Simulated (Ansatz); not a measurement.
**C₃H₇BOS: a ladder of functionals and wavefunction methods**

How much do the methods differ for C₃H₇BOS? The plan is to run it at one geometry with functionals of several rungs and with coupled cluster, and see how far each lands from CCSD(T) at the basis-set limit for the atomisation energy.

Method: functionals in def2-TZVPP, the program's frozen cores in correlated methods; program: Ansatz 0.2.0, Gaussian basis.

Levels to be run: PBE-D4, r2SCAN-D4, PBE0-D4, B3LYP-D4, ωB97X-V, ωB97M-V, B2PLYP; CCSD(T)/def2-TZVPP; MP2/def2-QZVPP; extrapolation to the limit.

## Step 1: The geometry

All runs share one geometry, relaxed beforehand with PBE0-D4 in a triple-zeta def2 set.

13 atoms, charge 0, spin multiplicity 1.

Atoms are counted from 1 here; the program's logs count them from 0.

Bond lengths: B1–S2 2.091 Å, B1–C4 1.638 Å, B1–H7 1.202 Å, B1–H8 1.202 Å, S2–C3 1.659 Å, C3–C4 1.466 Å, C3–O5 1.302 Å, C4–H9 1.095 Å, C4–H10 1.095 Å, O5–C6 1.428 Å, C6–H11 1.087 Å, C6–H12 1.092 Å, C6–H13 1.092 Å. Angles: S2–B1–C4 84.7°, S2–B1–H7 106.8°, S2–B1–H8 106.9°, C4–B1–H7 117.4°, C4–B1–H8 117.4°, H7–B1–H8 117.0°, B1–S2–C3 73.4°, S2–C3–C4 108.2°, S2–C3–O5 128.2°, C4–C3–O5 123.6°, B1–C4–C3 93.7°, B1–C4–H9 116.7°, B1–C4–H10 116.7°, C3–C4–H9 110.9°, C3–C4–H10 110.9°, H9–C4–H10 107.3°, C3–O5–C6 117.7°, O5–C6–H11 105.9° and more.

## Step 2: PBE-D4 (GGA)

The input, in.yaml:

```yaml
crystal:
  periodic: [false, false, false]
  atoms:
    - {symbol: B, position_ang: [-1.819673, -0.949386, -0.756222]}
    - {symbol: S, position_ang: [-0.698185, -0.910116, 1.007743]}
    - {symbol: C, position_ang: [0.079239, 0.081788, -0.071573]}
    - {symbol: C, position_ang: [-0.680513, 0.080034, -1.325758]}
    - {symbol: O, position_ang: [1.172665, 0.765646, 0.107164]}
    - {symbol: C, position_ang: [1.812248, 0.675732, 1.381068]}
    - {symbol: H, position_ang: [-1.793311, -2.081588, -1.160357]}
    - {symbol: H, position_ang: [-2.899040, -0.489148, -0.493404]}
    - {symbol: H, position_ang: [-0.063082, -0.278700, -2.156315]}
    - {symbol: H, position_ang: [-1.014457, 1.091331, -1.581769]}
    - {symbol: H, position_ang: [2.692319, 1.310133, 1.318423]}
    - {symbol: H, position_ang: [1.136672, 1.028429, 2.162514]}
    - {symbol: H, position_ang: [2.095419, -0.358854, 1.583288]}
basis:
  gaussian: {orbitals: def2-TZVPP}
hamiltonian: {xc: pbe, dispersion: d4}
output: {forces: true, orbitals: {seedname: orbitals}}
```

Command:

```
$ ansatz run in.yaml --threads 4 --pin off --events-out ev --progress --plain --max-ram 10444MiB
```

Further steps of the session: r2SCAN-D4 (meta-GGA); PBE0-D4 (hybrid); B3LYP-D4 (hybrid); ωB97X-V (range-separated); ωB97M-V (range-separated); B2PLYP (double hybrid); CCSD(T) in def2-TZVPP; MP2 in def2-QZVPP.

Q: Predict the results of all the runs planned. Wanted: atomisation energy, CCSD(T)/CBS; farthest; mean size of error, hybrid; mean size of error, range-separated; gap, smallest and largest; T1 diagnostic; triples share of the correlation energy.

The runs gave:

```
                               quantity                                 value
        atomisation energy, CCSD(T)/CBS                         5031.3 kJ/mol
 functionals within 25.2 kJ/mol (0.5 %)                              B3LYP-D4
                               farthest                PBE-D4 (+181.1 kJ/mol)
             mean size of error, hybrid                           45.9 kJ/mol
    mean size of error, range-separated                           36.5 kJ/mol
              gap, smallest and largest  3.74 eV (PBE-D4), 10.41 eV (ωB97X-V)
                          T1 diagnostic                                0.0165
triples share of the correlation energy                                 4.5 %
```

In words: PBE-D4 misses by +181.1 kJ/mol. Double hybrids carry the basis error of their MP2 part in triple zeta, and no dispersion term here, so their miss is partly the set-up's. The reference freezes the cores and leaves out relativity and excitations past (T), so misses under about 25.2 kJ/mol can't be ranked. Hartree-Fock recovers 72 % of the binding; the rest is correlation. Orbital gaps span 3.7 to 10.4 eV; exact exchange widens them.
